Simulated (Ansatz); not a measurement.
Crystal: Ba2Tl5V3O12.

```
Ba V Tl O
1.0
     4.23698    2.44622    6.12840
    -4.23698    2.44622    6.12840
     0.00000   -4.89244    6.12840
Ba V Tl O
2 3 5 12
Direct
  0.50000 0.50000 0.50000
  0.00000 0.00000 0.00000
  0.50000 0.50000 0.00000
  0.00000 0.50000 0.50000
  0.50000 0.00000 0.50000
  0.00000 0.00000 0.50000
  0.50000 0.00000 0.00000
  0.00000 0.50000 0.00000
  0.74045 0.74045 0.74045
  0.25955 0.25955 0.25955
  0.71652 0.08089 0.41242
  0.41242 0.71652 0.08089
  0.08089 0.41242 0.71652
  0.58757 0.91911 0.28348
  0.91911 0.28348 0.58757
  0.28348 0.58757 0.91911
  0.28348 0.91911 0.58757
  0.58757 0.28348 0.91911
  0.91911 0.58757 0.28348
  0.41242 0.08089 0.71652
  0.08089 0.71652 0.41242
  0.71652 0.41242 0.08089
```

The cell was built by a generator and needn't be a form met in nature.

Base run:

```yaml
Program: Ansatz 0.2.0
Functional: r2SCAN
Potentials_or_basis: Ansatz PAW
Cutoff: "500 eV (not typed: the program's choice for these potentials)"
k_mesh: 4 × 4 × 4
Occupations: fermi-dirac, width 0.05 eV
Spin: collinear spin, ferromagnetic start
Starting_moments: "[0.0, 0.0, 2.0, 2.0, 2.0, 0.0, 0.0, 0.0, 0.0, 0.0, 0.0, 0.0, 0.0, 0.0, 0.0, 0.0, 0.0, 0.0, 0.0, 0.0, 0.0, 0.0] μB"
```

Its results: band gap on the k mesh none (metal or under the smearing width); pressure -3.4 GPa; net moment 1.15 μB per cell; site moments Ba +0.00, -0.00; V +0.32; Tl -0.00, +0.01; O -0.03 μB; largest force 0.209 eV/Å.

Q: The run is repeated on the same cell with these changes: functional from r2SCAN to PBE; cutoff from 500 eV (not typed: the program's choice for these potentials) to 420 eV (not typed: the program's choice for these potentials); hubbard terms from none to V d U = 2 eV; hubbard projectors from none to ortho-atomic (the default). What comes out?

A: Band gap on the k mesh none (metal or under the smearing width); pressure 0.4 GPa; net moment 1.22 μB per cell; site moments Ba +0.00, -0.00; V +0.36; Tl -0.00, +0.01; O -0.04 μB; largest force 0.151 eV/Å.

Several settings changed at once, so the effect can't be laid on one alone.

Caveats: the magnetic or orbital state may not be the lowest; spin-orbit coupling is left out, which moves the levels of the heavy elements (some runs); semilocal functionals often make such compounds metallic where correlation or magnetic order opens a gap, which also shifts bond lengths (some runs); the PAW data sets come from PBE, with cores solved anew for the run's functional, which leaves a small shift of forces and pressure (some runs).
